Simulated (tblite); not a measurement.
# C6H15NSi: the cost of one run

Computed with tblite 0.8.0 and PySCF 2.14.0, with density-fitted response routines of our own, on a single molecule in the gas phase. Atoms count from 0, in the outputs and in this text.

## Step 1: Starting geometry

23 atoms, charge 0, multiplicity 1; geometry from: force field or distance geometry start.

Bonds of the start (Å): C0–C1 1.32, C1–C2 1.53, C2–C3 1.56, C2–N4 1.48, N4–C5 1.46, C2–Si6 2.07, Si6–C7 1.87, C0–H8 1.09, C0–H9 1.09, C1–H10 1.10, C3–H11 1.10, C3–H12 1.08, C3–H13 1.10, N4–H14 1.02, C5–H15 1.08, C5–H16 1.10, C5–H17 1.10, Si6–H18 1.49, Si6–H19 1.48, C7–H20 1.09, C7–H21 1.09, C7–H22 1.10.

## Step 2: Geometry optimisation with GFN2-xTB

What the job is given:

```
{"job": {"kind": "relax", "xc": "GFN2-xTB", "basis": "xTB"}, "charge": 0, "multiplicity": 1}
C     -1.445300     2.112500     0.225100
C     -0.515500     1.208000     0.493500
C     -0.226200    -0.101200    -0.237800
C     -1.199100    -0.406100    -1.421400
N     -0.124000    -1.237800     0.708300
C     -1.352200    -1.525800     1.438100
Si     1.667000     0.069100    -1.058600
C      2.897200     0.447300     0.291800
H     -2.135500     2.010200    -0.606000
H     -1.563800     2.999800     0.850500
H      0.118200     1.387800     1.371200
H     -2.243200    -0.478400    -1.075300
H     -1.156500     0.357800    -2.182500
H     -0.945500    -1.370100    -1.893300
H      0.130400    -2.067100     0.181000
H     -2.169800    -1.822800     0.793700
H     -1.666600    -0.676400     2.059800
H     -1.159800    -2.366100     2.123000
H      1.973900    -1.236500    -1.697900
H      1.649900     1.139200    -2.081500
H      3.903500     0.496000    -0.112200
H      2.676000     1.407400     0.763500
H      2.882200    -0.319900     1.077100
```

The run is started by

```bash
$ OMP_NUM_THREADS=1 python probes_run.py task.json out
```

The driver reads the jobs from task.json and runs them one after another.

Q: Estimate the wall time of this first job on 1 thread of Arm Neoverse N1, shared host.

About 1.1 s.
